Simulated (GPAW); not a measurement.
A calculation with GPAW 26.7.0 of GeW (native input, structure from a POSCAR):

run.py

```python
from ase.io import read
from gpaw import PW
from gpaw.dft import DFT

atoms = read('POSCAR')

dft = DFT(atoms,
          mode=PW(600),
          xc='PBE',
          kpts={'size': (9, 9, 9), 'gamma': True},
          occupations={'name': 'fermi-dirac', 'width': 0.05},
          nbands=19,
          convergence={'density': 1e-05, 'energy': 1e-05},
          maxiter=150,
          txt='gpaw.txt')
print(f'Energy: {dft.calculate_energy():.6f} eV')
print('Forces (eV/A):')
print(dft.calculate_forces().round(4))
print('Stress (eV/A^3):', dft.calculate_stress().round(6))
dft.write_gpw_file('gs.gpw')
```

Contents of POSCAR:

```
GeW
1.0
    0.0000000000      2.5776100000      2.5776100000
    2.5776100000      0.0000000000      2.5776100000
    2.5776100000      2.5776100000      0.0000000000
Ge W
1 1
Direct
    0.5000000000      0.5000000000      0.5000000000
    0.0000000000      0.0000000000      0.0000000000
```

Potentials or basis: GPAW PAW data sets (gpaw-data 1.2.1), pw.

The run is started by

```bash
$ OMP_NUM_THREADS=1 python run.py
```

The cell was built by a generator and needn't be a form met in nature.

Task: Write the same calculation in another form: ASE script, structure typed inline.

Result: As run:

File run.py:

```python
from ase import Atoms
from ase.dft.bandgap import bandgap
from ase.io import write
from ase.units import Bohr, GPa
from gpaw import GPAW, PW
from gpaw.elf import elf_from_dft_calculation

atoms = Atoms(['Ge', 'W'],
              cell=[[0.0, 2.57761, 2.57761],
                    [2.57761, 0.0, 2.57761],
                    [2.57761, 2.57761, 0.0]],
              scaled_positions=[[0.5, 0.5, 0.5],
                                [0.0, 0.0, 0.0]],
              pbc=True)

calc = GPAW(mode=PW(600),
            xc='PBE',
            kpts={'size': (9, 9, 9), 'gamma': True},
            occupations={'name': 'fermi-dirac', 'width': 0.05},
            nbands=19,
            convergence={'density': 1e-05, 'energy': 1e-05},
            maxiter=150,
            txt='gpaw.txt')
atoms.calc = calc
energy = atoms.get_potential_energy()
forces = atoms.get_forces()
stress = atoms.get_stress()
calc.write('gs.gpw')
write('result.traj', atoms)
print(f'Energy: {energy:.6f} eV')
print('Forces (eV/A):')
print(forces.round(4))
print('Stress (GPa):', (stress / GPa).round(3))
print('Fermi level:', round(calc.get_fermi_level(), 4), 'eV')
print(f'Gap: {bandgap(calc)[0]:.4f} eV, direct: {bandgap(calc, direct=True)[0]:.4f} eV')

# fields on the real-space grid
write('density.cube', atoms, data=calc.get_pseudo_density() * Bohr**3)
write('potential.cube', atoms, data=calc.get_electrostatic_potential())
write('elf.cube', atoms, data=elf_from_dft_calculation(calc).data)
```

Potentials or basis: GPAW PAW data sets (gpaw-data 1.2.1), pw.

Launch:

```sh
$ OMP_NUM_THREADS=1 python run.py
```

Both were run:

|  | native input, structure from a POSCAR | ASE script, structure typed inline |
| --- | --- | --- |
| Pressure | 0.3 GPa | 0.3 GPa |
| Band gap on the k mesh | none (metal or under the smearing width) | none (metal or under the smearing width) |

Keys that steer only the numerical path or the files written may differ.
